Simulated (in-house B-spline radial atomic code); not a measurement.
**Pr³⁺: excited configurations**

How much energy does it take to promote electrons of Pr³⁺ to other shells? Each configuration is solved by itself and compared with the reference.

Program: in-house B-spline radial atomic code version 1. Level of theory: scalar-relativistic (spin-free one-electron X2C) TPSSh, spin-polarised, spherical density, exact exchange averaged over the configuration, Fermi nucleus, basis-set limit. These are calculated values, not measurements, unless marked.

**1. The atom as given**

| Quantity | Value |
| --- | --- |
| element | praseodymium (Z = 59) |
| charge | +3 |
| electrons | 56 |
| configuration | [Xe] 4f2 |
| Hamiltonian | scalar-relativistic (X2C) |
| nucleus | Fermi, rms radius 4.892 fm |

The outer shells:

[Xe] 4f2
```
[Xe] core
4f [↑ ][↑ ][  ][  ][  ][  ][  ]
```

Where spins are not typed, each open shell is filled with up spins first.

The run's settings:

```ini
Z = 59
electrons = 56.0
configuration = [Xe] 4f2
hamiltonian = x2c
method = tpssh
spin_polarised = True
nucleus = fermi
rms_radius = 4.8919
mass_number = 141
atomic_mass = 140.907659604
speed_of_light = 137.035999084
exact_exchange = averaged over the configuration
```

This reference run was done before. Its total energy is -9234.852962 hartree, and its levels are (the highest eight at most):

| orbital | occupation | energy (eV) | <r> (bohr) |
| --- | --- | --- | --- |
| 4p down | 3 | -248.83 | 0.6572 |
| 4d up | 5 | -143.39 | 0.7234 |
| 4d down | 5 | -141.49 | 0.7234 |
| 5s up | 1 | -67.356 | 1.470 |
| 5s down | 1 | -66.381 | 1.479 |
| 5p up | 3 | -48.244 | 1.673 |
| 5p down | 3 | -47.480 | 1.685 |
| 4f up | 2 | -31.228 | 1.004 |

**2. Run with [Xe] 4f1 6s1**

The run's settings:

```ini
Z = 59
electrons = 56.0
configuration = [Xe] 4f1 6s1
hamiltonian = x2c
method = tpssh
spin_polarised = True
nucleus = fermi
rms_radius = 4.8919
mass_number = 141
atomic_mass = 140.907659604
speed_of_light = 137.035999084
exact_exchange = averaged over the configuration
```

Started as:

```bash
$ python run_scf.py task.json out
```

task.json lists these runs, among others, and the program works through them in turn.

**3. Configuration [Kr] 4d10 4f2 5s2 5p5 6f1**

The settings differ from step 2 so:

```diff
@@ -2,3 +2,3 @@
 electrons = 56.0
-configuration = [Xe] 4f1 6s1
+configuration = [Kr] 4d10 4f2 5s2 5p5 6f1
 hamiltonian = x2c
```

**4. Run with [Xe] 4f1 6d1**

The settings differ from step 3 so:

```diff
@@ -2,3 +2,3 @@
 electrons = 56.0
-configuration = [Kr] 4d10 4f2 5s2 5p5 6f1
+configuration = [Xe] 4f1 6d1
 hamiltonian = x2c
```

**5. [Kr] 4d9 4f2 5s2 5p6 6f1**

The settings differ from step 4 so:

```diff
@@ -2,3 +2,3 @@
 electrons = 56.0
-configuration = [Xe] 4f1 6d1
+configuration = [Kr] 4d9 4f2 5s2 5p6 6f1
 hamiltonian = x2c
```

**6. [Xe] 4f1 5f1**

The settings differ from step 5 so:

```diff
@@ -2,3 +2,3 @@
 electrons = 56.0
-configuration = [Kr] 4d9 4f2 5s2 5p6 6f1
+configuration = [Xe] 4f1 5f1
 hamiltonian = x2c
```

**7. Configuration [Kr] 4d10 4f2 5s2 5p5 6s1**

The settings differ from step 6 so:

```diff
@@ -2,3 +2,3 @@
 electrons = 56.0
-configuration = [Xe] 4f1 5f1
+configuration = [Kr] 4d10 4f2 5s2 5p5 6s1
 hamiltonian = x2c
```

**Question.** How far above the reference does each configuration lie (order and size, in eV)?

As calculated:

| net move | configuration | 2|M_S|+1 | energy above the reference (eV) | largest <r> (bohr) |
| --- | --- | --- | --- | --- |
| 4f → 6s | [Xe] 4f1 6s1 | 3 | 12.693 | 3.22 |
| 4f → 6d | [Xe] 4f1 6d1 | 3 | 23.777 | 4.86 |
| 4f → 5f | [Xe] 4f1 5f1 | 3 | 24.980 | 4.29 |
| 5p → 6s | [Kr] 4d10 4f2 5s2 5p5 6s1 | 5 | 26.601 | 3.24 |
| 5p → 6f | [Kr] 4d10 4f2 5s2 5p5 6f1 | 5 | 43.525 | 7.49 |
| 4d → 6f | [Kr] 4d9 4f2 5s2 5p6 6f1 | 5 | 141.12 | 7.38 |

**Reading.** At the bottom stands 4f → 6s (12.693 eV), at the top 4d → 6f (141.12 eV). 1 of them lies more than 60 % above minus the reference's highest level (31.228 eV), in the range where a state can decay by emitting an electron. Two partly filled shells share a symmetry and can mix in the average, which may lower the energy, for: 4f → 5f; 5p → 6f; 4d → 6f. The reference has 2|M_S|+1 = 3; 3 of the configurations differ from it in spin. These are spherical averages at the typed spins, not spectroscopic levels.
